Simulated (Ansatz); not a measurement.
Run this with the Ansatz DFT code, driven from Python and show what comes out.

The script, `run_md.py`:
```python
"""Molecular dynamics of one FGeH3OSi molecule."""

import ansatz
import numpy as np

BASIS = "def2-SVP"
XC = "pbe0"
N_STEPS = 40
TEMPERATURE_K = 200

GEOMETRY = """
F    -2.16120    0.76840    0.42510
Si   -0.70030    0.84450   -0.33100
O     0.49600    0.61360    0.81790
Ge    0.69170   -0.99910    0.04550
H    -0.31670    1.90620   -1.28750
H     1.94370   -1.11610   -0.74510
H     0.10810   -2.08550    1.02940
"""

fgeh3osi = ansatz.Crystal.molecule()
for line in GEOMETRY.strip().splitlines():
    symbol, *xyz = line.split()
    fgeh3osi = fgeh3osi.atom(symbol, [float(v) for v in xyz])

setup = (
    fgeh3osi.calculation()
    .basis(gaussian=BASIS)
    .functional(XC)
    .scf(lower_state_search="standard")
    .md("nve", timestep=1.0, steps=N_STEPS, temperature=TEMPERATURE_K, initial_velocities="maxwell_boltzmann", seed=72)
)
frames = []
setup.session().plan().execute(on_event=lambda e: frames.append(e["data"]) if e["event"] == "md_step" else None)
print("t (fs)   E_pot (eV)      E_kin (eV)   T (K)   d(0-1) (A)")
for f in frames[::2]:
    xyz = np.array(f["positions_ang"])
    print(f"{f['time_fs']:6.2f} {f['lagrangian_ev']:14.5f} {f['e_kin_ev']:10.5f} {f['temperature_k']:8.1f} {np.linalg.norm(xyz[0] - xyz[1]):9.4f}")
kept = np.array([f["conserved_ev"] for f in frames])
print(f"conserved energy moves by at most {1000 * np.ptp(kept):.3f} meV")
symbols = [site.symbol for site in fgeh3osi.cartesian_sites]
with open("last_frame.xyz", "w") as handle:
    handle.write(f"{len(symbols)}\nt = {frames[-1]['time_fs']} fs\n")
    handle.writelines("{:2s} {:10.5f} {:10.5f} {:10.5f}\n".format(s, *xyz) for s, xyz in zip(symbols, frames[-1]["positions_ang"]))
```

```console
$ python run_md.py
t (fs)   E_pot (eV)      E_kin (eV)   T (K)   d(0-1) (A)
  0.00   -69181.01910    0.12926    200.0    1.6467
  2.00   -69181.08230    0.19109    295.7    1.6478
  4.00   -69181.12643    0.23607    365.3    1.6471
  6.00   -69181.19357    0.30402    470.4    1.6445
  8.00   -69181.32302    0.43197    668.4    1.6401
 10.00   -69181.42981    0.53702    830.9    1.6339
 12.00   -69181.41712    0.52528    812.8    1.6262
 14.00   -69181.33241    0.44206    684.0    1.6175
 16.00   -69181.25591    0.36507    564.9    1.6086
 18.00   -69181.17525    0.28457    440.3    1.6007
 20.00   -69181.10102    0.21152    327.3    1.5945
 22.00   -69181.09961    0.21067    326.0    1.5910
 24.00   -69181.19899    0.30867    477.6    1.5906
 26.00   -69181.31810    0.42603    659.2    1.5933
 28.00   -69181.36038    0.46875    725.3    1.5989
 30.00   -69181.34473    0.45376    702.1    1.6066
 32.00   -69181.30641    0.41475    641.7    1.6156
 34.00   -69181.21857    0.32720    506.3    1.6252
 36.00   -69181.09971    0.20965    324.4    1.6342
 38.00   -69181.02734    0.13819    213.8    1.6416
 40.00   -69181.04981    0.15960    246.9    1.6464
conserved energy moves by at most 3.856 meV
```

`last_frame.xyz`, as written:
```text
7
t = 40.0 fs
F    -2.21812    0.77190    0.32691
Si   -0.65574    0.79838   -0.19176
O     0.57419    0.83816    0.85850
Ge    0.66885   -1.02625    0.00983
H    -0.36520    1.37431   -1.48113
H     2.06861   -1.00835   -0.66742
H     0.26846   -2.05043    1.04208
```

Caveats:
- The settings weren't tested for convergence.
- The trajectory is only some femtoseconds long, so its temperature is not equilibrated; where the script doesn't relax first, it starts from a rough generated geometry.
- The temperature counts the internal degrees of freedom alone.
- With hydrogen a step over 0.5 fs is long.
- Timing: 86 s on 1 thread of Intel(R) Xeon(R) 6975P-C (Granite Rapids), with other jobs on the host, peak memory 0.28 GiB.

(Lines on the test bed's own set-up are left out of the output.)
